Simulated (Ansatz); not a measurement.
**C4H7Br: up Jacob's ladder to CCSD(T)**

How much do the methods differ for C4H7Br? The plan is to run it at one geometry with functionals of several rungs and with coupled cluster. The yardstick is the atomisation energy at the CCSD(T) limit.

The runs use Ansatz 0.2.0, Gaussian basis; functionals in def2-TZVPP, the program's frozen cores in correlated methods.

Levels to be run: LDA (SPW92), PBE-D4, revPBE-D4, BLYP-D4, r2SCAN-D4, B97M-V, PBE0-D4, B3LYP-D4, r2SCANh-D4, r2SCAN0-D4, HSE06-D4, BHLYP-D4, CAM-B3LYP-D4, LC-ωPBE, ωB97X-V, ωB97M-V, B2PLYP, PBE-QIDH; CCSD(T)/def2-SVP; CCSD(T)/def2-TZVPP; MP2/def2-QZVPP; extrapolation to the limit; RPA on PBE.

## (1) The geometry

An earlier PBE0-D4 in a triple-zeta def2 set relaxation fixed the geometry.

SMILES `CC(C)=CBr`, 12 atoms, charge 0, spin multiplicity 1.

Atoms are counted from 1 here; the program's logs count them from 0.

Bond lengths: C1–C2 1.490 Å, C1–H6 1.095 Å, C1–H7 1.089 Å, C1–H8 1.095 Å, C2–C3 1.498 Å, C2–C4 1.328 Å, C3–H9 1.095 Å, C3–H10 1.090 Å, C3–H11 1.095 Å, C4–Br5 1.885 Å, C4–H12 1.081 Å. Angles: C2–C1–H6 110.2°, C2–C1–H7 112.3°, C2–C1–H8 110.2°, H6–C1–H7 108.6°, H6–C1–H8 106.7°, H7–C1–H8 108.6°, C1–C2–C3 116.1°, C1–C2–C4 125.0°, C3–C2–C4 119.0°, C2–C3–H9 110.5°, C2–C3–H10 112.2°, C2–C3–H11 110.5°, H9–C3–H10 108.4°, H9–C3–H11 106.8°, H10–C3–H11 108.4°, C2–C4–Br5 125.1°, C2–C4–H12 122.9°, Br5–C4–H12 112.0°.

Geometry (Å):

```xyz
12
C4H7Br
C    -1.3685   -0.1916    0.0081
C     0.0886    0.1027   -0.0950
C     0.9837   -0.6789    0.8166
C     0.6294    0.9901   -0.9213
Br   -0.3297    2.0645   -2.1378
H    -1.7212   -0.0019    1.0270
H    -1.9608    0.4067   -0.6819
H    -1.5558   -1.2504   -0.1974
H     0.7095   -0.5070    1.8625
H     2.0336   -0.4135    0.6888
H     0.8746   -1.7526    0.6326
H     1.6935    1.1770   -0.9681
```

## (2) LDA

This LDA is Slater exchange with PW92 correlation.

Input file in.yaml:

```yaml
crystal:
  periodic: [false, false, false]
  atoms:
    - {symbol: C, position_ang: [-1.368487, -0.191603, 0.008098]}
    - {symbol: C, position_ang: [0.088559, 0.102659, -0.095045]}
    - {symbol: C, position_ang: [0.983681, -0.678940, 0.816645]}
    - {symbol: C, position_ang: [0.629402, 0.990052, -0.921300]}
    - {symbol: Br, position_ang: [-0.329688, 2.064512, -2.137768]}
    - {symbol: H, position_ang: [-1.721179, -0.001921, 1.026973]}
    - {symbol: H, position_ang: [-1.960840, 0.406716, -0.681941]}
    - {symbol: H, position_ang: [-1.555771, -1.250446, -0.197352]}
    - {symbol: H, position_ang: [0.709489, -0.507016, 1.862484]}
    - {symbol: H, position_ang: [2.033627, -0.413519, 0.688824]}
    - {symbol: H, position_ang: [0.874644, -1.752592, 0.632581]}
    - {symbol: H, position_ang: [1.693462, 1.176997, -0.968098]}
basis:
  gaussian: {orbitals: def2-TZVPP}
hamiltonian: {xc: lda}
output: {orbitals: {seedname: orbitals}}
```

Command:

```bash
> ansatz run in.yaml --threads 4 --pin off --events-out ev --progress --plain --max-ram 10444MiB
```

After this run come: PBE-D4 (GGA); revPBE-D4 (GGA); BLYP-D4 (GGA); r2SCAN-D4 (meta-GGA); B97M-V (meta-GGA); PBE0-D4 (hybrid); B3LYP-D4 (hybrid); r2SCANh-D4 (hybrid); r2SCAN0-D4 (hybrid); HSE06-D4 (hybrid); BHLYP-D4 (hybrid); CAM-B3LYP-D4 (range-separated); LC-ωPBE (range-separated); ωB97X-V (range-separated); ωB97M-V (range-separated); B2PLYP (double hybrid); PBE-QIDH (double hybrid); CCSD(T) in def2-SVP; CCSD(T) in def2-TZVPP; MP2 in def2-QZVPP; RPA on PBE orbitals.

Q: Predict the results of all the runs planned. Wanted: atomisation energy, CCSD(T)/CBS; farthest beyond LDA; mean size of error, GGA; mean size of error, meta-GGA; mean size of error, hybrid; mean size of error, range-separated; mean size of error, double hybrid; gap, smallest and largest; T1 diagnostic.

**Answer**, as computed:

```
                                quantity                                                                                                                                        value
         atomisation energy, CCSD(T)/CBS                                                                                                                              1127.0 kcal/mol
functionals within 11.3 kcal/mol (1.0 %)  revPBE-D4, BLYP-D4, r2SCAN-D4, B97M-V, PBE0-D4, B3LYP-D4, r2SCANh-D4, r2SCAN0-D4, CAM-B3LYP-D4, LC-ωPBE, ωB97X-V, ωB97M-V, B2PLYP, PBE-QIDH
                     farthest beyond LDA                                                                                                                    BHLYP-D4 (-29.2 kcal/mol)
                 mean size of error, GGA                                                                                                                                11.2 kcal/mol
            mean size of error, meta-GGA                                                                                                                                 3.4 kcal/mol
              mean size of error, hybrid                                                                                                                                10.2 kcal/mol
     mean size of error, range-separated                                                                                                                                 1.9 kcal/mol
       mean size of error, double hybrid                                                                                                                                 5.8 kcal/mol
               gap, smallest and largest                                                                                                    4.83 eV (LDA (SPW92)), 11.86 eV (LC-ωPBE)
                           T1 diagnostic                                                                                                                                       0.0093
 triples share of the correlation energy                                                                                                                                        4.0 %
```

What this shows: LDA overbinds by 161.4 kcal/mol (14 %). PBE-D4 misses by +28.1 kcal/mol. Double hybrids carry the basis error of their MP2 part in triple zeta, and no dispersion term here, so their miss is partly the set-up's. The rungs range-separated, meta-GGA, double hybrid, hybrid, GGA miss on average by less than the doubt on the reference (11.3 kcal/mol), so they tie. The reference freezes the cores and leaves out relativity and excitations past (T), and its outer-core shells are covered unevenly, so misses under about 11.3 kcal/mol can't be ranked. All levels share the lack of spin-orbit coupling, which lowers the free heavy atoms and so the true binding. Hartree-Fock recovers 74 % of the binding; the rest is correlation. CCSD(T) in def2-SVP is off by -45.7 kcal/mol, which most functionals beat. The gap grows from 4.8 to 11.9 eV across the functionals, mostly with the share of exact exchange. Correlated methods include outer-core shells of Br, which these sets cover unevenly.
